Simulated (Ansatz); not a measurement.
The first iterations of a band of a periodic cell of 23 atoms, Si6SnO16 (host SiO2, host structure P4_2/mnm, dopant Sn, one Si atom removed).

These are results of DFT PBE, scalar-relativistic, plane waves, PAW (Ansatz 0.2.0), not measurements. Settings: PAW set soft_1, cutoff 420 eV, k mesh 2x2x3, gaussian smearing 0.05 eV, no spin polarisation.

```json
{
 "movable images": "5",
 "climbing image": "yes",
 "spring": "5.0 eV/Å²",
 "optimiser": "quadratic models (default)",
 "start path": "straight line",
 "force threshold": "0.05 eV/Å",
 "iteration limit": "80",
 "end points": "relaxed"
}
```

Initial state:

```xyz
23
Lattice="-4.1738 -4.1738 0.0000 4.1738 -4.1738 0.0000 0.0000 0.0000 5.3326" Properties=species:S:1:pos:R:3
Si 0.010 -4.168 -0.023
Sn 2.097 -2.082 1.335
O 1.184 -2.993 -0.155
O 0.752 -0.733 1.336
O -1.163 -5.343 -0.155
O 3.444 -3.428 1.336
Si 0.010 -4.168 2.694
O 1.184 -2.994 2.826
O 0.787 -0.769 4.002
O -1.163 -5.343 2.825
O 3.410 -3.392 4.002
Si 0.012 0.007 -0.019
Si -2.076 -2.081 1.335
O -2.883 -2.887 0.006
O 0.830 -4.986 1.336
O -1.268 -1.274 0.006
O -0.809 -3.350 1.336
Si 0.011 0.007 2.690
Si -2.076 -2.080 4.002
O -2.883 -2.887 2.665
O 0.857 -5.013 4.002
O -1.269 -1.274 2.665
O -0.836 -3.322 4.002
```

Final state:

```xyz
23
Lattice="-4.1738 -4.1738 0.0000 4.1738 -4.1738 0.0000 0.0000 0.0000 5.3326" Properties=species:S:1:pos:R:3
Si 0.000 -4.174 0.025
Sn 2.087 -2.087 -1.333
O 1.174 -3.000 0.158
O 0.777 -0.777 1.333
O -1.174 -5.348 0.158
O 3.397 -3.397 1.333
Si 0.000 -4.174 2.641
O 1.174 -3.000 2.508
O 0.740 -0.740 3.999
O -1.174 -5.348 2.508
O 3.434 -3.434 3.999
Si 0.000 0.000 0.023
Si -2.087 -2.087 1.333
O -2.894 -2.894 -0.003
O 0.846 -5.019 1.333
O -1.280 -1.280 -0.003
O -0.846 -3.328 1.333
Si 0.000 0.000 2.644
Si -2.087 -2.087 3.999
O -2.894 -2.894 2.670
O 0.819 -4.993 3.999
O -1.280 -1.280 2.670
O -0.819 -3.355 3.999
```

| iteration | highest image above the first end (eV) | largest band force component (eV/Å) |
| --- | --- | --- |
| 1 | 29.032 | 53.121 |
| 2 | 12.292 | 15.405 |
| 3 | 10.406 | 7.061 |
| 4 | 9.780 | 2.120 |
| 5 | 9.732 | 2.450 |
| 6 | 9.716 | 2.455 |
| 7 | 9.679 | 2.496 |
| 8 | 9.600 | 2.582 |
| 9 | 9.372 | 3.078 |
| 10 | 8.727 | 3.778 |
| 11 | 7.957 | 5.456 |
| 12 | 7.218 | 3.576 |
| 13 | 7.378 | 2.699 |
| 14 | 6.954 | 2.853 |
| 15 | 6.817 | 1.497 |
| 16 | 6.617 | 0.859 |
| 17 | 6.575 | 0.791 |
| 18 | 6.534 | 1.263 |
| 19 | 6.477 | 0.731 |
| 20 | 6.408 | 0.629 |
| 21 | 6.331 | 0.577 |
| 22 | 6.172 | 0.656 |
| 23 | 6.011 | 0.605 |

Q: Does the band converge within its limit, and where does its top end?

A: It converged. It ended after 69 iterations with the highest image 2.783 eV above the first end. By the program's own check the climbing image is a first-order saddle point (lowest curvatures found: -2.33 and 1.27 eV/Å²). Limits of this set-up: coarse k mesh, no spin, though dangling bonds at a vacancy may carry it, a small cell, in which the defect meets its images.

Run time: 49 min on 2 threads of Arm Neoverse V1 (shared host), peak memory 1.1 GiB.
